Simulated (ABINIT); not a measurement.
The system is AgRh.

```
Ag Rh
1.0
     2.77759    0.00000    0.00000
    -1.38879    2.40546    0.00000
     0.00000    0.00000    4.80860
Ag Rh
1 1
Direct
  0.00000 0.00000 0.50000
  0.66667 0.33333 0.00000
```

The cell comes from a database or a generator and needn't be the stable form of this composition.

| Item | Value |
| --- | --- |
| Program | ABINIT 10.8.3 (patched build) |
| Task | relaxation of cell and atoms |
| Functional | PBEsol |
| Potentials or basis | JTH PAW PBE v2.0 |
| Cutoff | 463 eV |
| k mesh | 11 × 11 × 6 |
| Occupations | fermi-dirac, width 0.05 eV |
| Spin | no spin polarisation |

At the start: pressure -10.3 GPa; volume 16.06 Å³/atom.

**Question.** Where does the relaxation end?

**Answer.** Over 8 steps the energy falls by 35.5 meV/atom and the volume is 15.04 Å³/atom (-6.4 %); space group P-6m2 (No. 187, to 0.05 Å).

Step by step:
| step | energy change (eV) | largest force (eV/Å) | pressure (GPa) | volume (Å³) |
| --- | --- | --- | --- | --- |
| 1 | 0.0000 | 0.0000 | -10.33 | 32.13 |
| 2 | -0.0510 | 0.0000 | -5.75 | 31.12 |
| 3 | -0.0699 | 0.0000 | 0.90 | 29.97 |
| 4 | -0.0705 | 0.0000 | -0.01 | 30.10 |
| 5 | -0.0707 | 0.0000 | -0.16 | 30.12 |
| 6 | -0.0709 | 0.0000 | -0.11 | 30.10 |
| 7 | -0.0709 | 0.0000 | -0.02 | 30.09 |
| 8 | -0.0709 | 0.0000 | 0.00 | 30.09 |

Final structure:
```
Ag Rh
1.0
     2.72600    0.00000    0.00000
    -1.36300    2.36078    0.00000
     0.00000    0.00000    4.67507
Ag Rh
1 1
Direct
  0.00000 0.00000 0.50000
  0.66667 0.33333 0.00000
```

Caveat: the PAW data sets were made with another functional, which shifts forces and pressure a little.
